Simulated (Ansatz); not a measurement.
# AlF2H5OSi: the cost of one run

All numbers below are computed with Ansatz 0.2.0 (UKS BLYP/6-31G).

## (1) The starting structure

Bond lengths: Al1–Si2 2.710 Å, Al1–F3 1.652 Å, Al1–F4 1.654 Å, Al1–O6 2.178 Å, Si2–H7 1.474 Å, Si2–H8 1.468 Å, Si2–H9 1.470 Å, O6–H10 0.956 Å. Angles: Al1–Si2–H7 123.1°, Al1–Si2–H8 103.0°, Al1–Si2–H9 114.4°, H7–Si2–H8 103.7°, H7–Si2–H9 105.6°, H8–Si2–H9 105.2°, Si2–Al1–F3 110.3°, Si2–Al1–F4 117.5°, Si2–Al1–O6 78.9°, F3–Al1–F4 119.3°, F3–Al1–O6 119.4°, F4–Al1–O6 105.0°, Al1–O6–H10 142.9°.

As a file:

```xyz
10

Al   -1.0418    0.2906   -0.9328
Si    1.3434   -0.5792    0.0153
F    -1.8069   -0.9202   -1.7551
F    -1.1124    1.8364   -1.5161
H    -0.1941    0.2206    0.7334
O    -1.3488    0.4830    1.2152
H     2.2621    0.2754    0.7887
H     2.0953   -0.8780   -1.2097
H     1.2770   -1.8527    0.7472
H    -1.4739    1.1241    1.9139
```

## (2) Run 1

150 steps of 0.5 fs at constant energy, with velocities drawn for 300 K.

The input, input.yaml:

```yaml
crystal:
  periodic: [false, false, false]
  atoms:
    - { symbol: Al, position_ang: [-1.0418, 0.2906, -0.9328] }
    - { symbol: Si, position_ang: [1.3434, -0.5792, 0.0153] }
    - { symbol: F, position_ang: [-1.8069, -0.9202, -1.7551] }
    - { symbol: F, position_ang: [-1.1124, 1.8364, -1.5161] }
    - { symbol: H, position_ang: [-0.1941, 0.2206, 0.7334] }
    - { symbol: O, position_ang: [-1.3488, 0.483, 1.2152] }
    - { symbol: H, position_ang: [2.2621, 0.2754, 0.7887] }
    - { symbol: H, position_ang: [2.0953, -0.878, -1.2097] }
    - { symbol: H, position_ang: [1.277, -1.8527, 0.7472] }
    - { symbol: H, position_ang: [-1.4739, 1.1241, 1.9139] }
magnetization:
  spin_polarized: true
basis:
  gaussian: { orbitals: "6-31G" }
hamiltonian:
  xc: blyp
md:
  timestep: 0.5
  n_steps: 150
  ensemble: nve
  temperature: 300.0
  initial_velocities: maxwell_boltzmann
  seed: 643440
```

Started as:

```
$ ansatz run input.yaml --threads 1 --pin off --max-ram 2048MiB --backend cpu --events-out ev --progress --plain --runs-dir out
```

Q: Estimate wall time and peak memory on 1 thread of AMD EPYC 9R45 (Zen 5), shared host.

About 5.6 min, with a peak of 0.15 GiB.
